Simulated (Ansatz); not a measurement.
# C2HBrCl2: the cost of one run

Method: the settings change from run to run; program: Ansatz 0.2.0, Gaussian basis.

**1. The geometry**

An earlier PBE0-D4 in a triple-zeta def2 set relaxation fixed the geometry.

SMILES `ClC(Cl)=CBr`, 6 atoms, charge 0, spin multiplicity 1.

Atoms are counted from 1 here; the program's logs count them from 0.

Bond lengths: Cl1–C2 1.702 Å, C2–Cl3 1.716 Å, C2–C4 1.328 Å, C4–Br5 1.860 Å, C4–H6 1.080 Å. Angles: Cl1–C2–Cl3 115.4°, Cl1–C2–C4 124.6°, Cl3–C2–C4 120.0°, C2–C4–Br5 124.2°, C2–C4–H6 120.7°, Br5–C4–H6 115.1°.

**2. CCSD/def2-SVP**

This run has atoms shaken by 0.03 Å, correlated electrons set to outside_noble_gas, high accuracy.

in.yaml

```yaml
crystal:
  periodic: [false, false, false]
  atoms:
    - {symbol: Cl, position_ang: [-0.907224, -1.781642, -0.537468]}
    - {symbol: C, position_ang: [0.048139, -0.611921, 0.216948]}
    - {symbol: Cl, position_ang: [0.968886, -1.201825, 1.553540]}
    - {symbol: C, position_ang: [0.082381, 0.671770, -0.118810]}
    - {symbol: Br, position_ang: [-0.929484, 1.454965, -1.514971]}
    - {symbol: H, position_ang: [0.776408, 1.342116, 0.438156]}
basis:
  gaussian: {orbitals: def2-SVP}
hamiltonian: {xc: {name: HF}}
correlation: {method: ccsd, electrons: outside_noble_gas}
accuracy: high
```

Command:

```bash
> ansatz run in.yaml --threads 4 --pin off --events-out ev --progress --plain --max-ram 10444MiB
```

Q: Estimate wall time and peak memory on 4 threads of Arm Neoverse V2, shared host.

About 6 s, with a peak of 0.52 GiB.
